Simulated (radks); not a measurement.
**Cs in [Kr] 4d10 5s1 5p6 6s2: an all-electron calculation**

Wanted: eigenvalues, radial structure and energy terms of neutral caesium.

Program: radks (a radial shooting solver on a logarithmic mesh, Libxc functionals) version 1. Level of theory: Dirac Kohn-Sham, PBE, spin-unpolarised, spherical densities, point nucleus. These are calculated values, not measurements, unless marked.

### Step 1. The atom as given

* element: caesium (Z = 55)
* charge: 0
* electrons: 55
* configuration: [Kr] 4d10 5s1 5p6 6s2

Outer shells as boxes (Hund's rule):

Cs
```
[Kr] core
4d [↑↓][↑↓][↑↓][↑↓][↑↓]
5s [↑ ]
5p [↑↓][↑↓][↑↓]
6s [↑↓]
```

### Step 2. The run

Input:

```text
Z 55
configuration [Kr] 4d10 5s1 5p6 6s2
relativity Dirac
functional pbe,pbe
spin unpolarised
j_filling average
nucleus point
c 137.035999084
```

Q: Predict the outcome of this run.

As calculated:

```
                        quantity                   value
                    total energy      -7789.3054 hartree
exchange-correlation share of it                  2.47 %
                            −T/E                  1.0650
          highest occupied level        6s1/2, -3.166 eV
    most extended occupied level  6s1/2, <r> = 4.90 bohr
 radius at density 0.001 e/bohr³               5.57 bohr
    maxima of the radial density                       4
```

6 principal shells are occupied and 4 maxima appear in the radial density; where shells overlap, one shows as a shoulder or not at all. Relativity lifts −T/E to 1.065. This is not the tabulated ground configuration, so its levels and sizes aren't those of the ground state, and no measured value stands beside it.
